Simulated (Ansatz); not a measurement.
CHNO, SMILES N#CO, energies of removing a hydrogen

Run with the Ansatz DFT code, driven from Python.

`bde_chno.py`:
```python
"""X-H bond energies of CHNO without relaxation."""

import ansatz


def energy(molecule, charge=0, unpaired=0):
    calc = (
        molecule.calculation()
        .basis(gaussian="pcseg-2")
        .functional("PBE")
    )
    if charge:
        calc = calc.charge(charge)
    if unpaired:
        calc = calc.spin("collinear", total=unpaired)
    report = calc.run().report
    if report["published_state_doubts"]:
        print("  doubts:", report["published_state_doubts"])
    return report["free_energy_ev"]

def without(molecule, index):
    rest = ansatz.Crystal.molecule()
    for i, site in enumerate(molecule.cartesian_sites):
        if i != index:
            rest = rest.atom(site.symbol, site.position_ang)
    return rest


def main() -> None:
    geometry_ang = [
        ("N", (-1.3103, -0.2116, 0.886)),
        ("C", (-0.4569, 0.1104, 0.209)),
        ("O", (0.5641, 0.4011, -0.5575)),
        ("H", (1.2587, -0.3603, -0.5578)),
    ]
    chno = ansatz.Crystal.molecule()
    for symbol, xyz in geometry_ang:
        chno = chno.atom(symbol, xyz)

    whole = energy(chno, 0)
    hydrogen = energy(ansatz.Crystal.molecule().atom("H", (0, 0, 0)), 0, 1)
    print(f"E(molecule) = {whole:.5f} eV, E(H) = {hydrogen:.5f} eV")
    for index in [3]:
        radical = energy(without(chno, index), 0, 1)
        print(f"H{index}: homolysis {96.485332 * (radical + hydrogen - whole):.1f} kJ/mol")


if __name__ == "__main__":
    main()
```

```console
$ python bde_chno.py
E(molecule) = -4585.75494 eV, E(H) = -13.60312 eV
H3: homolysis 401.7 kJ/mol
```

Reading the output:
- These settings explore the input space; basis and method may be short of convergence.
- The geometry is a force-field or estimated start, not a minimum of this method, and the basis set is short of its limit. All parts are taken at fixed geometry, without zero-point energy.
- This functional overbinds, so such energies come out a few per cent too high (LDA far more).
- The whole script took 7.3 s on 1 thread of AMD EPYC 9R14 (Zen 4) (shared host), peak memory 0.21 GiB.
